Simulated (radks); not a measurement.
**Excited configurations of Pr**

How tightly is the outer electron of Pr held in higher orbitals? Ground state, ion and excited configurations are run in turn.

Program: radks (a radial shooting solver on a logarithmic mesh, Libxc functionals) version 1. Level of theory: scalar-relativistic Kohn-Sham, PBE, spin-polarised, spherical densities, finite nucleus; open shells are filled with parallel spins first. These are calculated values, not measurements, unless marked.

1 further run of the same task is left out (it didn't finish).

### Step 1. Starting point

* element: praseodymium (Z = 59)
* charge: 0
* electrons: 59
* configuration: [Xe] 4f3 6s2
* nuclear rms radius: 4.8919 fm

The outer shells:

Pr
```
[Xe] core
4f [↑ ][↑ ][↑ ][  ][  ][  ][  ]
6s [↑↓]
```

### Step 2. Ground configuration: [Xe] 4f3 6s2

The run's settings:

```text
Z 59
configuration [Xe] 4f3 6s2
relativity scalar-relativistic
functional pbe,pbe
spin polarised
nucleus finite rms 4.8919 fm
c 137.035999084
```

### Step 3. The ion: [Xe] 4f3 6s1

Settings, as their differences from step 2:

```diff
@@ -1,3 +1,3 @@
 Z 59
-configuration [Xe] 4f3 6s2
+configuration [Xe] 4f3 6s1
 relativity scalar-relativistic
```

### Step 4. Outer electron in 5d: [Xe] 4f3 6s1 5d1

Settings, as their differences from step 3:

```diff
@@ -1,3 +1,3 @@
 Z 59
-configuration [Xe] 4f3 6s1
+configuration [Xe] 4f3 6s1 5d1
 relativity scalar-relativistic
```

### Step 5. Outer electron in 5f: [Xe] 4f3 6s1 5f1

The run's settings:

```text
Z 59
configuration [Xe] 4f3 6s1 5f1
relativity scalar-relativistic
functional pbe,pbe
spin polarised
nucleus finite rms 4.8919 fm
c 137.035999084
```

### Step 6. Outer electron in 6p: [Xe] 4f3 6s1 6p1

The run's settings:

```text
Z 59
configuration [Xe] 4f3 6s1 6p1
relativity scalar-relativistic
functional pbe,pbe
spin polarised
nucleus finite rms 4.8919 fm
c 137.035999084
```

### Step 7. Outer electron in 6d: [Xe] 4f3 6s1 6d1

The run's settings:

```text
Z 59
configuration [Xe] 4f3 6s1 6d1
relativity scalar-relativistic
functional pbe,pbe
spin polarised
nucleus finite rms 4.8919 fm
c 137.035999084
```

### Step 8. Outer electron in 6f: [Xe] 4f3 6s1 6f1

The run's settings:

```text
Z 59
configuration [Xe] 4f3 6s1 6f1
relativity scalar-relativistic
functional pbe,pbe
spin polarised
nucleus finite rms 4.8919 fm
c 137.035999084
```

### Step 9. Outer electron in 7s: [Xe] 4f3 6s1 7s1

The run's settings:

```text
Z 59
configuration [Xe] 4f3 6s1 7s1
relativity scalar-relativistic
functional pbe,pbe
spin polarised
nucleus finite rms 4.8919 fm
c 137.035999084
```

### Step 10. Outer electron in 7d: [Xe] 4f3 6s1 7d1

The run's settings:

```text
Z 59
configuration [Xe] 4f3 6s1 7d1
relativity scalar-relativistic
functional pbe,pbe
spin polarised
nucleus finite rms 4.8919 fm
c 137.035999084
```

### Step 11. Outer electron in 7f: [Xe] 4f3 6s1 7f1

The run's settings:

```text
Z 59
configuration [Xe] 4f3 6s1 7f1
relativity scalar-relativistic
functional pbe,pbe
spin polarised
nucleus finite rms 4.8919 fm
c 137.035999084
```

Before running it: what results should come out? Wanted: for each run, outer orbital; excitation; binding; n*; quantum defect; <r>.

**Answer**, as computed:

| outer orbital | excitation (eV) | binding (eV) | n* | quantum defect | <r> (bohr) |
| --- | --- | --- | --- | --- | --- |
| 5d | 0.905 | 4.515 | 1.736 | 3.264 | 3.542 |
| 5f | 4.429 | 0.990 | 3.706 | 1.294 | 16.04 |
| 6p | 1.697 | 3.723 | 1.912 | 4.088 | 5.712 |
| 6d | 3.849 | 1.570 | 2.944 | 3.056 | 11.23 |
| 6f | 4.707 | 0.713 | 4.370 | 1.630 | 26.91 |
| 7s | 3.241 | 2.178 | 2.499 | 4.501 | 10.29 |
| 7d | 4.418 | 1.002 | 3.686 | 3.314 | 20.48 |
| 7f | 4.891 | 0.529 | 5.074 | 1.926 | 39.65 |

**Reading.** Binding is E(ion) − E, and n* = 1/√(2·binding) in atomic units. The Δ-SCF energy to the ion that was run is 5.420 eV (NIST's first ionisation energy, to the ion's ground state: 5.470 eV, semi-empirical). Mean quantum defects: d 3.21, f 1.62, p 4.09, s 4.50. They fall with l, since high-l orbitals stay out of the core. Self-interaction in the functional shifts them, so they are the method's values and not measured ones. Open shells are spherical and high-spin; term and fine-structure splittings are not resolved. Spin-orbit splitting is averaged out at the scalar-relativistic level.
